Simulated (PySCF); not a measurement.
# C6H13F: the cost of one run

Computed with PySCF 2.14.0, with density-fitted response routines of our own, on a single molecule, in the gas phase or a continuum. Atoms are numbered from 0 throughout.

## Step 1: The starting structure

20 atoms, charge 0, multiplicity 1; geometry from: GFN2-xTB. The atoms were then displaced at random by about 0.01 Å, so the start is not that level's minimum.

Bonds of the start (Å): C0–C1 1.50, C1–C2 1.53, C1–C3 1.57, C3–C4 1.51, C4–C5 1.53, C5–F6 1.39, C0–H7 1.09, C0–H8 1.12, C0–H9 1.10, C1–H10 1.09, C2–H11 1.10, C2–H12 1.08, C2–H13 1.08, C3–H14 1.08, C3–H15 1.08, C4–H16 1.10, C4–H17 1.07, C5–H18 1.09, C5–H19 1.10.

## Step 2: Optimising the geometry at PBE0-D3(BJ)/def2-SVP

The job: settings as JSON, then the geometry in Å.

```
{"job": {"xc": "PBE0", "basis": "def2-SVP", "d3": "d3bj", "grid": 1, "shake": 0.01, "kind": "geom"}, "charge": 0, "multiplicity": 1}
C     -1.546590     0.634010    -1.047920
C     -1.069230    -0.393790    -0.064790
C     -2.064810    -0.517240     1.093470
C      0.362940    -0.041580     0.470000
C      1.415940    -0.044700    -0.609020
C      2.793760     0.187530     0.003560
F      3.164480    -0.882760     0.802100
H     -0.939910     0.688080    -1.955110
H     -1.554780     1.653000    -0.577430
H     -2.592050     0.433240    -1.338000
H     -1.018770    -1.358790    -0.567550
H     -2.104650     0.427750     1.649600
H     -1.751110    -1.277170     1.786980
H     -3.054410    -0.768460     0.747270
H      0.289670     0.925970     0.955190
H      0.603230    -0.763480     1.242360
H      1.245510     0.769210    -1.324490
H      1.407920    -0.987160    -1.121860
H      3.566290     0.254070    -0.765500
H      2.795570     1.077660     0.651200
```

Launch:

```bash
> OMP_NUM_THREADS=1 python probes_run.py task.json out
```

One launch serves the whole session: the jobs run in the order shown.

**Question.** How long does this first job take on 1 thread of Intel Xeon Platinum 8488C, shared host, and how much memory does it need?

About 94 s, with a peak of 0.67 GiB.
